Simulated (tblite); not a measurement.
# C5H12SeSi: the cost of one run

The runs use tblite 0.8.0 and PySCF 2.14.0, with density-fitted response routines of our own; the level of theory stands in each step. All values are computed, except where a source is named. Atoms count from 0, in the outputs and in this text.

**1. The molecule as given**

19 atoms, charge 0, multiplicity 1; geometry from: force field or distance geometry start.

Bonds of the start (Å): C0–C1 1.32, C1–C2 1.49, C1–C3 1.48, C3–C4 1.51, C4–Se5 1.96, Se5–Si6 2.28, C0–H7 1.08, C0–H8 1.09, C2–H9 1.11, C2–H10 1.11, C2–H11 1.13, C3–H12 1.13, C3–H13 1.12, C4–H14 1.12, C4–H15 1.11, Si6–H16 1.49, Si6–H17 1.47, Si6–H18 1.46.

**2. Geometry optimisation with GFN2-xTB**

What the job is given:

```
{"job": {"kind": "relax", "xc": "GFN2-xTB", "basis": "xTB"}, "charge": 0, "multiplicity": 1}
C     -1.627100     1.708200    -0.238200
C     -1.540200     0.413300     0.018800
C     -2.416500    -0.577400    -0.660700
C     -0.563100    -0.129100     0.992200
C      0.418400    -1.119500     0.408100
Se     1.470300    -0.291700    -1.019700
Si     3.583200     0.211700    -0.323200
H     -1.016900     2.469300     0.233200
H     -2.366900     2.046200    -0.961900
H     -2.525000    -1.520300    -0.085900
H     -2.172400    -0.714300    -1.731500
H     -3.448700    -0.108400    -0.639400
H     -1.034100    -0.560200     1.922400
H      0.056200     0.743100     1.334900
H     -0.205000    -1.961000     0.009900
H      1.140400    -1.504800     1.165100
H      3.757800    -0.278400     1.076200
H      3.883000     1.648200    -0.384300
H      4.596600    -0.465600    -1.123600
```

Launch:

```console
OMP_NUM_THREADS=1 python probes_run.py task.json out
```

This one command runs all jobs of the session in turn.

Q: Estimate the wall time of this first job on 1 thread of Arm Neoverse N1, shared host.

About 1.8 s.
